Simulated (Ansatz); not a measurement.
Run this with the Python package of Ansatz (0.2.0) and show what comes out.

The script reads `sr3mg.cif`:
```cif
data_Sr3Mg
_cell_length_a 4.207835
_cell_length_b 4.207835
_cell_length_c 12.373348
_cell_angle_alpha 90.00000
_cell_angle_beta 90.00000
_cell_angle_gamma 120.00000
_symmetry_space_group_name_H-M 'P 1'
_symmetry_Int_Tables_number 1
loop_
_symmetry_equiv_pos_as_xyz
'x, y, z'
loop_
_atom_site_label
_atom_site_type_symbol
_atom_site_fract_x
_atom_site_fract_y
_atom_site_fract_z
Sr1 Sr    0.666667    0.333333    0.000000
Sr2 Sr    0.000000    0.000000    0.284730
Sr3 Sr    0.000000    0.000000    0.715270
Mg4 Mg    0.666667    0.333333    0.500000
```

`edit.py`:
```python
"""Editing single keys of the input for Sr3Mg."""

import logging
import sys

import ansatz
from ase.io import read

logging.basicConfig(stream=sys.stdout, format="[%(levelname)s] %(message)s")
log = logging.getLogger("run")
log.setLevel(logging.INFO)

atoms = read("sr3mg.cif")
sr3mg = ansatz.Crystal.from_ase(atoms)

job = (
    sr3mg.calculation()
    .kpoints(7, 7, 2)
    .occupations("cold", width=0.05)
    .functional("r2scan")
    .pseudopotentials("paw")
    .basis(550)
    .band_table()
)
typed = job.input()
rows = []
for value in [1, 2, 3]:
    edited = typed.set(ansatz.key.basis.xc_grid, value)
    report = ansatz.Session.from_dict(edited).plan().execute().report
    rows.append((value, report["free_energy_ev"], report["n_iterations"], len(report["eigenvalues_ev"][0]) if "eigenvalues_ev" in report else 0))
log.info("       xc grid            F eV      iterations    bands listed")
for row in rows:
    log.info(f"{str(row[0]):>14s}  {row[1]:14.5f}  {row[2]:14d}  {row[3]:14d}")
print(edited.to_yaml())
```

`python edit.py` gives:
```text
DeckWarning: the atoms were moved onto the symmetric positions of the space group found under crystal.symmetry.tolerance 1.0e-5 (fractional; no operation is sought that the atoms, as they stand in a [...]
[INFO]        xc grid            F eV      iterations    bands listed
[INFO]              1    -12591.35602               8              24
[INFO]              2    -12591.35614               8              24
[INFO]              3    -12591.35620               8              24
crystal:
  lattice:
    - [4.207835, 0.0, 0.0]
    - [-2.103917499999999, 3.644092004933294, 0.0]
    - [0.0, 0.0, 12.373348]
  atoms:
    - { symbol: Sr, position: [0.666667, 0.333333, 0.0] }
    - { symbol: Sr, position: [0.0, 0.0, 0.28473] }
    - { symbol: Sr, position: [0.0, 0.0, 0.7152700000000001] }
    - { symbol: Mg, position: [0.666667, 0.333333, 0.5] }
basis:
  ecutwfc: 550.0
  xc_grid: 3
kpoints:
  mp_grid:
    grid: [7, 7, 2]
hamiltonian:
  xc: r2scan
  pseudopotentials:
    kind: paw
scf:
  occupations:
    method: cold
    width: 0.05
output:
  eigenvalues: true
```
(Warnings from the package without file and line, shortened, repeats left out.)

Notes:
- Absolute energies stand on the zero of these potentials, so only differences at equal settings mean something. A total without «per atom» is that of the cell as typed.
- The mesh is modest for a metal, so energies can be off by several to tens of meV an atom and pressures by half a GPa or more; differences at equal mesh fare better.
- The structure comes from a database of computed cells and needn't be a stable or known phase.
- Timing: 36 s on 1 thread of Arm Neoverse V2 (shared host), peak memory 0.68 GiB.

(Lines on the test bed's own set-up are left out of the output.)
